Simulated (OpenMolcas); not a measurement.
# SnSe (SMILES [Se][Sn]): HF/ANO-RCC-MB (DKH2)

Aim: the energy change on altering one bond length of SnSe at HF/ANO-RCC-MB (DKH2), from 2 runs. 

The results are computed with OpenMolcas 26.06.

## 1. Starting point

SnSe has 2 atoms, charge 0, and is taken as a singlet. SMILES: `[Se][Sn]`. Geometry: a GFN2-xTB relaxation, a rough one for these elements and not checked as a minimum.

Bond lengths: Se1–Sn2 2.338 Å.

## 2. A single-point energy at HF/ANO-RCC-MB (DKH2)

geom.xyz reads:

```xyz
2

Se     0.000000     0.000000     0.000000
Sn     0.000000     0.000000     2.338340
```

job.inp reads:

```
&GATEWAY
  Coord=geom.xyz
  Basis=ANO-RCC-MB
  Group=NoSym

&SEWARD

&SCF
  PrOrbitals=0
```

Started as:

```
$ export MOLCAS_MEM=1860
$ pymolcas job.inp > job.log
```

The program printed:

```text
--- Start Module: gateway ---
[...]
--- Stop Module: gateway /rc=_RC_ALL_IS_WELL_ ---
--- Start Module: seward ---
[...]
      Basis functions           45
--- Stop Module: seward /rc=_RC_ALL_IS_WELL_ ---
[...]
--- Start Module: scf ---
[...]
       Convergence after   9 Iterations
[...]
::    Total SCF energy                              -8600.4426252104
[...]
      Total spin, S                                     0.0000000000
[...]
      Total electronic charge=   84.000000
      Total            charge=   -0.000000
[...]
      Dipole Moment (debye):
      Origin of the operator (angstrom)=    0.0000    0.0000    1.4031
                   X= -5.0627E-12               Y=  1.0767E-11               Z=  3.6068E+00           Total=  3.6068E+00
      Quadrupole Moment (debye*angstrom):
[...]
--- Stop Module: scf /rc=_RC_ALL_IS_WELL_ ---
[...]
```

It took 5.4 s on 1 thread of Arm Neoverse V1, shared host; peak memory 0.42 GiB.

## 3. The distorted shape at the same level

geom.xyz reads:

```xyz
2

Se     0.000000     0.000000    -1.169160
Sn     0.000000     0.000000     2.338340
```

job.input reads:

```
&GATEWAY
 Coord
 geom.xyz
 Basis
 ANO-RCC-MB
 Group
 NoSym

&SEWARD

&SCF
 PrOrbitals
 0
```

Started as:

```
$ export MOLCAS_MEM=1860
$ pymolcas job.input > job.log
```

The program printed:

```text
--- Start Module: gateway ---
[...]
--- Stop Module: gateway /rc=_RC_ALL_IS_WELL_ ---
--- Start Module: seward ---
[...]
      Basis functions           45
--- Stop Module: seward /rc=_RC_ALL_IS_WELL_ ---
[...]
--- Start Module: scf ---
[...]
       Convergence after  13 Iterations
[...]
::    Total SCF energy                              -8600.3442617701
[...]
      Total spin, S                                     0.0000000000
[...]
      Total electronic charge=   84.000000
      Total            charge=   -0.000000
[...]
      Dipole Moment (debye):
      Origin of the operator (angstrom)=    0.0000    0.0000    0.9355
                   X=  4.2015E-12               Y=  7.3680E-12               Z=  5.2933E+00           Total=  5.2933E+00
      Quadrupole Moment (debye*angstrom):
[...]
--- Stop Module: scf /rc=_RC_ALL_IS_WELL_ ---
[...]
```

It took 5.1 s on 1 thread of Arm Neoverse V1, shared host; peak memory 0.42 GiB.

## 4. Outcome

Level: HF/ANO-RCC-MB (DKH2).

```
                                                           quantity           value
                                          first shape: total energy  -8600.44263 Eh
                                         first shape: dipole moment          3.61 D
                                           first shape: HOMO energy        -9.44 eV
                                           first shape: LUMO energy        -0.37 eV
                                         first shape: HOMO–LUMO gap         9.06 eV
                                      distorted shape: total energy  -8600.34426 Eh
                                     distorted shape: dipole moment          5.29 D
                                       distorted shape: HOMO energy        -7.31 eV
                                       distorted shape: LUMO energy        -1.21 eV
                                     distorted shape: HOMO–LUMO gap         6.10 eV
energy change with the Se1–Sn2 bond stretched from 2.338 to 3.508 Å        2.677 eV
```

**Reading.** With the Se1–Sn2 bond stretched from 2.338 to 3.508 Å the energy rises by 2.68 eV (258 kJ/mol). The first shape isn't relaxed at this level, so the change isn't measured from a minimum. A restricted reference can't describe the breaking bond well at this length. The minimal basis adds a large error of its own.
